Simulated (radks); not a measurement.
# Exchange and kinetic functionals tested on atomic densities: Tc⁺, Mn⁺, Cd²⁺, Sr, Er⁵⁸⁺, H

An exercise on one series of results from a longer session: the logs are not shown, and one member is left open.

Program: radks (a radial shooting solver on a logarithmic mesh, Libxc functionals) version 1. Level of theory: non-relativistic Kohn-Sham, LDA (Slater exchange, Perdew-Wang correlation), spin-polarised, spherical densities, point nucleus; open shells are filled with parallel spins first. These are calculated values, not measurements, unless marked.

## Starting point

* species: Tc⁺ ([Kr] 4d5 5s1), Mn⁺ ([Ar] 3d5 4s1), Cd²⁺ ([Kr] 4d10), Sr ([Kr] 5s2), Er⁵⁸⁺ ([Ne]), H (1s1)

Set-up of the first run:

The run's settings:

```text
Z 43
configuration [Kr] 4d5 5s1
relativity non-relativistic
functional lda,pw
spin polarised
nucleus point
```

Among the steps run: Tc⁺, [Kr] 4d5 5s1.

One table of the session follows, with a row left open; its other results are not shown here.

It belongs to the step «Tc⁺, [Kr] 4d5 5s1». Radial moments (bohr):

```
  level    <r>  outermost maximum (interpolated)  90 % within  nodes
  4s up  1.087                             0.974         1.58      3
4s down  1.082                             0.970         1.58      3
  4p up  1.185                              1.03         1.76      2
4p down  1.180                              1.03         1.75      2
  4d up      ?                                 ?            ?      ?
4d down  1.677                              1.26         2.70      1
  5s up  3.027                              2.65         4.41      4
5s down  3.238                              2.76         4.79      4
```

Estimate the missing values for 4d up.

**Answer.** <r>: 1.642; outermost maximum (interpolated): 1.26; 90 % within: 2.61; nodes: 1. In the column «<r>» it lies between 4p up (1.185) and 4d down (1.677).
